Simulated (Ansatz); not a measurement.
GaSe, a scan of the bond length

Program: Ansatz 0.2.0, Python API.

The cells in order, each with its output:

In [1]:
```python
import ansatz as az
import numpy as np
```

In [2]:
```python
BASIS = "def2-SVP"
XC = "R2SCAN0"

molecule = (
    az.Crystal.molecule()
    .atom("Ga", (0.0, 0.0, 0.0))
    .atom("Se", (0.0, 0.0, 2.32))
)
```

In [3]:
```python
symbols = [site.symbol for site in molecule.cartesian_sites]
start = np.array([site.position_ang for site in molecule.cartesian_sites])
axis = (start[1] - start[0]) / np.linalg.norm(start[1] - start[0])
moving = [1]
lengths, energies = [1.97, 2.13, 2.32, 2.55, 2.9, 3.48, 4.18, 5.1], []
for length in lengths:
    xyz = start.copy()
    xyz[moving] += (length - np.linalg.norm(start[1] - start[0])) * axis
    point = az.Crystal.molecule()
    for symbol, xyz in zip(symbols, xyz):
        point = point.atom(symbol, xyz.tolist())
    setup = (
        point.calculation()
        .basis(gaussian=BASIS)
        .functional(XC)
        .spin("collinear", total=1)
    )
    summary = setup.run().report
    energies.append(summary["free_energy_ev"])
    print(f"r = {length:6.3f} A  E = {energies[-1]:.5f} eV  <S^2> = {abs(summary['mean_field']['state']['spin_squared']):.3f}")

print("energy above the lowest point (eV):", [round(e - min(energies), 3) for e in energies])
```
```text
r =  1.970 A  E = -117711.27042 eV  <S^2> = 0.757
r =  2.130 A  E = -117711.75433 eV  <S^2> = 0.759
r =  2.320 A  E = -117711.64249 eV  <S^2> = 0.765
r =  2.550 A  E = -117711.48282 eV  <S^2> = 0.756
r =  2.900 A  E = -117710.97065 eV  <S^2> = 0.760
r =  3.480 A  E = -117709.90332 eV  <S^2> = 0.836
r =  4.180 A  E = -117709.07913 eV  <S^2> = 1.262
r =  5.100 A  E = -117708.65314 eV  <S^2> = 1.528
energy above the lowest point (eV): [0.484, 0.0, 0.112, 0.272, 0.784, 1.851, 2.675, 3.101]
```

The lowest point is at 2.130 Å. At the shortest distance (1.97 Å) the energy is 0.48 eV higher, at the longest (5.10 Å) 3.10 eV.

Reading the output:
- Total energies depend on the basis set; only differences at equal settings carry meaning.
- The basis set is modest, and single-reference methods fail as a bond breaks.
- The species is open-shell (spin multiplicity 2).
- The expectation value of S² is noticeably off S(S+1) in at least one run, so that state is spin-contaminated.
- Spin-orbit coupling of the heavy open-shell atom is left out.
- The spin state was assumed, and another may lie lower.
- Wall time of the script: 3.7 min on 1 thread of Arm Neoverse N1, on a shared host, peak memory 0.31 GiB.

(Lines on the test bed's own set-up are left out of the output.)
